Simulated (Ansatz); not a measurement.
# TiNCl (Pmmn): relaxation of cell and ions from a Python script

The task is a relaxation of cell and ions, for TiNCl (Pmmn).

Program: Ansatz 0.2.0 through its Python package. Level of theory: DFT PBEsol, plane waves, PAW. These are calculated values, not measurements.

## Step 1: The structure

It takes space group Pmmn (No. 59, orthorhombic). The conventional cell has a = 3.258 Å, b = 3.937 Å, c = 7.803 Å, α = 90.00°, β = 90.00°, γ = 90.00°. Around Ti (site symmetry mm2) lie 4 N at 2.01 Å and 2 Cl at 2.42 Å. N (site symmetry mm2) is surrounded by 4 Ti at 2.01 Å. Cl (site symmetry mm2) has 2 Ti at 2.42 Å in its first shell of neighbours.

POSCAR_tincl, read by the script:

```text
TiNCl
1.0
   3.25800000    0.00000000    0.00000000
   0.00000000    3.93700000    0.00000000
   0.00000000    0.00000000    7.80300000
Ti N Cl
2 2 2
Direct
   0.00000000    0.50000000    0.10000000
   0.50000000    0.00000000    0.90000000
   0.50000000    0.50000000    0.95000000
   0.00000000    0.00000000    0.05000000
   0.50000000    0.50000000    0.33000000
   0.00000000    0.00000000    0.67000000
```

## Step 2: The code

run_vcrelax.py

```python
"""Variable-cell relaxation of TiNCl."""

from pathlib import Path

import ansatz
from ase import Atoms
from ase.data import atomic_numbers
from ase.io import read
from ase.io.cube import read_cube_data
from ase.neighborlist import neighbor_list
from ase.units import Bohr
import numpy as np
import spglib

def edges_and_angles(cell):
    cell = np.asarray(cell)
    a, b, c = np.linalg.norm(cell, axis=1)
    cosines = cell[1] @ cell[2] / (b * c), cell[0] @ cell[2] / (a * c), cell[0] @ cell[1] / (a * b)
    return (a, b, c, *np.degrees(np.arccos(cosines)))

atoms = read("POSCAR_tincl", format="vasp")
cell = ansatz.Crystal.from_ase(atoms)

# only the volume may change
calc = (
    cell.calculation()
    .occupations("fixed")
    .functional("pbesol")
    .kpoints(8, 6, 4)
    .pseudopotentials("paw")
    .relax(force_tolerance=0.05, max_steps=40, fix_cell=["shape"])
    .density()
    .output_files(volumetric_format="cube")
)
steps = []


def collect(event):
    if event["event"] == "relax_step":
        steps.append(event["data"])


outcome = calc.session().plan().execute(on_event=collect)
rep = outcome.report
for s in steps:
    flag = "" if s["accepted"] else "  (rejected)"
    print("step %2d  E = %.5f eV  largest force component = %.4f eV/A%s" % (s["step"], s["lagrangian_ev"], s["allowed_force_max_ev_ang"], flag))

first, last = steps[0], steps[-1]
symbols = [site.symbol for site in outcome.lattice.sites]
print(f"energy gained {first['lagrangian_ev'] - last['lagrangian_ev']:.4f} eV in {len(steps) - 1} steps")
for label, vectors in (("before", first["cell_ang"]), ("after", outcome.lattice.cell_ang)):
    print(label, "a b c (A) {:.4f} {:.4f} {:.4f}  angles {:.2f} {:.2f} {:.2f}".format(*edges_and_angles(vectors)), f" V = {abs(np.linalg.det(vectors)):.3f} A^3")
print("final stress xx yy zz (GPa, compression positive):", np.round(np.diag(rep["stress_gpa"]), 3) + 0.0)

fractions = [site.position_frac for site in outcome.lattice.sites]
numbers = [atomic_numbers[s] for s in symbols]
for tolerance in (1e-3, 1e-2, 1e-1):
    print(f"space group at {tolerance} A:", spglib.get_spacegroup((outcome.lattice.cell_ang, fractions, numbers), symprec=tolerance))

final = Atoms(symbols, positions=last["positions_ang"], cell=outcome.lattice.cell_ang, pbc=True)
i, j, d = neighbor_list("ijd", final, 4.5)
print("neighbours within 1.15 times the shortest distance of each atom (A)")
for atom in range(len(final)):
    near = [m for m in np.argsort(d) if i[m] == atom]
    shell = [m for m in near if d[m] < 1.15 * d[near[0]]]
    print(f"{symbols[atom]}{atom} ({len(shell)}):", ", ".join(f"{symbols[j[m]]} {d[m]:.3f}" for m in shell))

print("%-22s %14.5f eV" % ("F = E - TS", rep["free_energy_ev"]))
print("%-22s %14.5f eV" % ("E", rep["internal_energy_ev"]))
print("%-22s %14.5f eV" % ("Harris-Foulkes", rep["harris_foulkes_ev"]))
print("%-22s %14.5f eV" % ("Fermi level", rep["fermi_energy_ev"]))

# cube files hold the density in electrons per cubic bohr
folder = Path(outcome.write_results("cubes"))
print("\n".join((folder / "rho.cube").read_text().splitlines()[: 6 + 6]))
values, cube_atoms = read_cube_data(str(folder / "rho.cube"))
print("electrons from the file:", round(values.mean() * cube_atoms.get_volume() / Bohr ** 3, 3))
```

## Step 3: The calls as engine input

The package turns the script's settings into the engine's input:

```yaml
crystal:
  lattice:
    - [3.258, 0.0, 0.0]
    - [0.0, 3.937, 0.0]
    - [0.0, 0.0, 7.803]
  atoms:
    - { symbol: Ti, position: [0.0, 0.5, 0.1] }
    - { symbol: Ti, position: [0.5, 0.0, 0.9] }
    - { symbol: "N", position: [0.5, 0.5, 0.95] }
    - { symbol: "N", position: [0.0, 0.0, 0.05] }
    - { symbol: Cl, position: [0.5, 0.5, 0.33] }
    - { symbol: Cl, position: [0.0, 0.0, 0.67] }
kpoints:
  mp_grid:
    grid: [8, 6, 4]
hamiltonian:
  xc: pbesol
  pseudopotentials:
    kind: paw
scf:
  occupations:
    method: fixed
relax:
  f_tol: 0.05
  max_steps: 40
  cell:
    fix: [shape]
output:
  write_density: true
  volumetric_format: cube
```

## Step 4: The run

Launch:

```bash
$ python run_vcrelax.py
```

Output:

```text
DeckWarning: basis.ecutwfc = 420 eV, auto-derived from the records' recommended cutoffs: set by Ti (normal level)
step  1  E = -7836.14483 eV  largest force component = 0.6766 eV/A
step  2  E = -7836.16495 eV  largest force component = 0.1625 eV/A
step  3  E = -7836.16702 eV  largest force component = 0.0388 eV/A
step  4  E = -7836.16605 eV  largest force component = 0.0387 eV/A
energy gained 0.0212 eV in 3 steps
before a b c (A) 3.2580 3.9370 7.8030  angles 90.00 90.00 90.00  V = 100.087 A^3
after a b c (A) 3.2487 3.9258 7.7807  angles 90.00 90.00 90.00  V = 99.233 A^3
final stress xx yy zz (GPa, compression positive): [-0.765  0.059  0.746]
space group at 0.001 A: Pmmn (59)
space group at 0.01 A: Pmmn (59)
space group at 0.1 A: Pmmn (59)
neighbours within 1.15 times the shortest distance of each atom (A)
Ti0 (4): N 1.986, N 1.986, N 1.997, N 1.997
Ti1 (4): N 1.986, N 1.986, N 1.997, N 1.997
N2 (4): Ti 1.986, Ti 1.986, Ti 1.997, Ti 1.997
N3 (4): Ti 1.986, Ti 1.986, Ti 1.997, Ti 1.997
Cl4 (2): Ti 2.435, Ti 2.435
Cl5 (2): Ti 2.435, Ti 2.435
F = E - TS                -7836.16605 eV
E                         -7836.16605 eV
Harris-Foulkes            -7836.16605 eV
Fermi level                   6.59744 eV
ansatz rho
values in e/bohr^3 (x slowest, z fastest)
    6    0.000000    0.000000    0.000000
   24    0.255799   -0.000000   -0.000000
   27   -0.000000    0.274764   -0.000000
   54   -0.000000   -0.000000    0.272287
   22   22.000000   -0.000000    3.709318    1.424503
   22   22.000000    3.069585   -0.000000   13.278980
    7    7.000000    3.069585    3.709318   13.969358
    7    7.000000   -0.000000   -0.000000    0.734126
   17   17.000000    3.069585    3.709318    4.852566
   17   17.000000    0.000000   -0.000000    9.850918
electrons from the file: 48.0
```

(Warnings from the package without file and line.)

Run time: 40 s. Hardware: 1 thread of Arm Neoverse V1, shared host; peak memory 0.57 GiB.

## Step 5: The run's own record

From the engine's report, whether the script printed it or not:

```
                                                                  item        value
                                                     SCF cycles in all           26
                                                       k-points solved           60
                                                           plane waves         1977
                                                                 bands           30
                                                     valence electrons           48
                                                      free energy (eV)  -7836.16605
                                                      Fermi level (eV)        6.597
lowest empty less highest filled level on the mesh, by band count (eV)        0.507
                              pressure (GPa; positive when compressed)         0.01
```

## Step 6: How the relaxation went

Step by step:

```
step  E - E(step 1) (eV/cell)  largest force component (eV/Å)  pressure (GPa)  volume (Å³)
   1                   0.0000                          0.6766           -1.63       100.09
   2                  -0.0201                          0.1625           -0.48        99.39
   3                  -0.0222                          0.0388            0.03        99.23
   4                  -0.0212                          0.0387            0.01        99.23
```

Step 1 is the start. Step 4 repeats the geometry before it on a plane-wave basis chosen anew for that cell, so its energy need not be comparable with the rows above.

|  | before | after | change |
| --- | --- | --- | --- |
| a (Å) | 3.258 | 3.249 | -0.3 % |
| b (Å) | 3.937 | 3.926 | -0.3 % |
| c (Å) | 7.803 | 7.781 | -0.3 % |
| volume (Å³/atom) | 16.68 | 16.54 | -0.9 % |
| shortest distance (Å) | 2.006 | 1.986 | -1.0 % |
| space group (0.01 Å) | Pmmn | Pmmn | same |

The run keeps the 8 symmetry operations of the start, so it could not have lowered the symmetry.

## Step 7: Results

| quantity | value |
| --- | --- |
| free energy | -7836.1660 eV (-1306.0277 eV/atom) |
| moves of the relaxation | 2 |
| energy gained (ahead of the last change of basis) | 3.7 meV/atom |
| last largest force component | 0.0387 eV/Å |
| relaxed conventional cell | a = 3.249 Å, b = 3.926 Å, c = 7.781 Å, α = 90.00°, β = 90.00°, γ = 90.00° |
| space group at the end | Pmmn |

What this shows: The volume shrank by 0.9 % over 2 moves (some cell parameters were held, so the cell is relaxed in part), and the space group stayed Pmmn. The run is spin-unpolarised. The Fermi level of a run with fixed occupations marks the highest occupied state on its mesh, not mid-gap. An absolute Fermi energy rests on an arbitrary zero of the periodic potential and has no direct meaning. Energies along a relaxation are free energies. Rows at an unchanged volume are solved on a plane-wave basis chosen afresh for that cell, so the energy jumps there and such rows are no steps of the walk. Densities and potentials on the grid are those of the valence electrons, and inside the cores they hang on the potentials used.
